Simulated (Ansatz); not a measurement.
**FH6NOSi2: small, medium and large basis sets**

How large a basis does FH6NOSi2 need? Two functionals are run in growing sets.

Computed with Ansatz 0.2.0, Gaussian basis. Level: one geometry, several basis sets.

Plan: PBE0-D4/def2-SVP; ωB97M-V/def2-SVP; PBE0-D4/def2-QZVPP; ωB97M-V/def2-QZVPP; the functionals' def2-TZVPP values are taken from earlier runs.

## 1. The relaxed structure

All runs share one geometry, relaxed beforehand with PBE0-D4 in a triple-zeta def2 set.

11 atoms, charge 0, spin multiplicity 1.

Atoms are counted from 1 here; the program's logs count them from 0.

Bond lengths: O1–Si2 1.643 Å, O1–H6 0.958 Å, Si2–N3 1.727 Å, Si2–H7 1.485 Å, Si2–H8 1.479 Å, N3–Si4 1.708 Å, N3–H9 1.012 Å, Si4–F5 1.600 Å, Si4–H10 1.480 Å, Si4–H11 1.479 Å. Angles: Si2–O1–H6 117.8°, O1–Si2–N3 113.2°, O1–Si2–H7 111.9°, O1–Si2–H8 103.5°, N3–Si2–H7 104.8°, N3–Si2–H8 111.3°, H7–Si2–H8 112.4°, Si2–N3–Si4 127.9°, Si2–N3–H9 116.0°, Si4–N3–H9 115.9°, N3–Si4–F5 112.5°, N3–Si4–H10 109.6°, N3–Si4–H11 108.7°, F5–Si4–H10 105.9°, F5–Si4–H11 106.7°, H10–Si4–H11 113.3°.

## 2. PBE0-D4 in def2-SVP

in.yaml reads:

```yaml
crystal:
  periodic: [false, false, false]
  atoms:
    - {symbol: O, position_ang: [-1.271084, 1.687775, 1.390554]}
    - {symbol: Si, position_ang: [-0.823785, 0.137135, 1.084843]}
    - {symbol: N, position_ang: [-0.371875, -0.128377, -0.560782]}
    - {symbol: Si, position_ang: [1.143116, -0.634227, -1.164655]}
    - {symbol: F, position_ang: [1.262260, -2.226941, -1.265714]}
    - {symbol: H, position_ang: [-0.624241, 2.377847, 1.235697]}
    - {symbol: H, position_ang: [0.369323, -0.262139, 1.873886]}
    - {symbol: H, position_ang: [-2.025551, -0.645669, 1.444582]}
    - {symbol: H, position_ang: [-1.115396, -0.051717, -1.242598]}
    - {symbol: H, position_ang: [1.322984, -0.124613, -2.542991]}
    - {symbol: H, position_ang: [2.199651, -0.186173, -0.232222]}
basis:
  gaussian: {orbitals: def2-SVP}
hamiltonian: {xc: pbe0, dispersion: d4}
output: {orbitals: {seedname: orbitals}}
```

Command:

```
$ ansatz run in.yaml --threads 4 --pin off --events-out ev --progress --plain --max-ram 10444MiB
```

After this run come: ωB97M-V in def2-SVP; PBE0-D4 in def2-QZVPP; ωB97M-V in def2-QZVPP.

Before running them: what should the planned runs give, taken together? Wanted: PBE0-D4: double and triple zeta above quadruple; ωB97M-V: double and triple zeta above quadruple.

**Answer**, as computed:

| quantity | value |
| --- | --- |
| PBE0-D4: double and triple zeta above quadruple | 14.84, 0.94 eV |
| ωB97M-V: double and triple zeta above quadruple | 14.98, 0.87 eV |

What this shows: PBE0-D4 gains 13.90 eV from double to triple zeta, then 0.94 eV more. These are total energies; as a rule much of such shifts cancels in differences, which this series doesn't test. The LUMO of ωB97M-V is positive and keeps falling with the basis (2.80 to 1.29 eV): an unbound level that the basis holds in place.
